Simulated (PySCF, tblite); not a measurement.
**C₇H₉O₂ radical: geometry, infrared bands and EPR parameters**

Aim: predict the infrared bands and EPR parameters of C₇H₉O₂ radical (`C=CC(C)(C=C)C([O])=O`).

Computed with tblite 0.8.0 and PySCF 2.14.0, with density-fitted response routines of our own, on a single molecule in the gas phase. Atoms are numbered from 0 throughout.

**1. The molecule as given**

18 atoms, charge 0, multiplicity 2; geometry from: force field or distance geometry start.

Bonds of the start (Å): C0–C1 1.34, C1–C2 1.48, C2–C3 1.52, C2–C4 1.52, C4–C5 1.34, C2–C6 1.48, C6–O7 1.40, C6–O8 1.27, C0–H9 1.09, C0–H10 1.08, C1–H11 1.07, C3–H12 1.11, C3–H13 1.12, C3–H14 1.12, C4–H15 1.10, C5–H16 1.10, C5–H17 1.10.

**2. Optimising the geometry with GFN2-xTB**

Job settings and geometry (Å):

```
{"job": {"kind": "relax", "xc": "GFN2-xTB", "basis": "xTB"}, "charge": 0, "multiplicity": 2}
C      2.275500    -0.735200     0.108600
C      1.087800    -0.495400    -0.474000
C     -0.093600    -0.011900     0.277000
C     -0.081300     1.502200     0.359500
C     -1.276000    -0.489800    -0.544100
C     -1.670100     0.161900    -1.646400
C     -0.271500    -0.679600     1.586400
O     -1.335600    -0.354400     2.443600
O      0.524600    -1.572500     2.016100
H      3.090800    -1.096600    -0.514500
H      2.460000    -0.587500     1.164500
H      0.983400    -0.677800    -1.528000
H      0.800500     1.869300    -0.199900
H     -1.001000     1.962500    -0.073800
H      0.026100     1.802900     1.433500
H     -1.831700    -1.394400    -0.242800
H     -1.170100     1.069900    -2.000800
H     -2.526700    -0.267300    -2.176700
```

Run with:

```
OMP_NUM_THREADS=1 python probes_run.py task.json out
```

The driver reads the jobs from task.json and runs them one after another.

**Question.** This job is followed by: GFN2-xTB harmonic vibrations, gas phase; UKS B3LYP, pcH-1 on C H O, non-relativistic, mean-field spin-orbit, GIAO. What will the session give for the following? strongest single infrared mode (GFN2-xTB); zero-point energy (GFN2-xTB); g(iso) (B3LYP); ⟨S²⟩; largest a(iso); surface potential, 1st and 99th percentile.

As calculated:

| quantity | value |
| --- | --- |
| strongest single infrared mode (GFN2-xTB) | 2590 cm⁻¹, 839 km/mol |
| zero-point energy (GFN2-xTB) | 86.6 kcal/mol |
| g(iso) (B3LYP) | 2.00263 |
| ⟨S²⟩ | 0.787 (exact 0.75) |
| largest a(iso) | 1H on H13, 55.6 MHz |
| surface potential, 1st and 99th percentile | -0.73 V and 1.34 V |

**Reading.** Relaxing lowered the energy by 3.291 eV in 232 steps; the close pair that moved most is C2–C6, from 1.481 to 3.102 Å. All 48 modes are real, so the xTB geometry is a minimum. The strongest single mode, at 2590 cm⁻¹, moves mainly C6. GFN2-xTB is a fitted tight-binding method: band positions and strengths are rough. Its intensities can rank the bands wrongly. The structure rearranged or came apart on optimisation; the results belong to the end geometry, not to the formula as drawn. The largest spin populations lie on C2 (0.54 e), C0 (0.49 e), C5 (0.47 e). The isotropic g lies 0.3 ppt above the free-electron value.
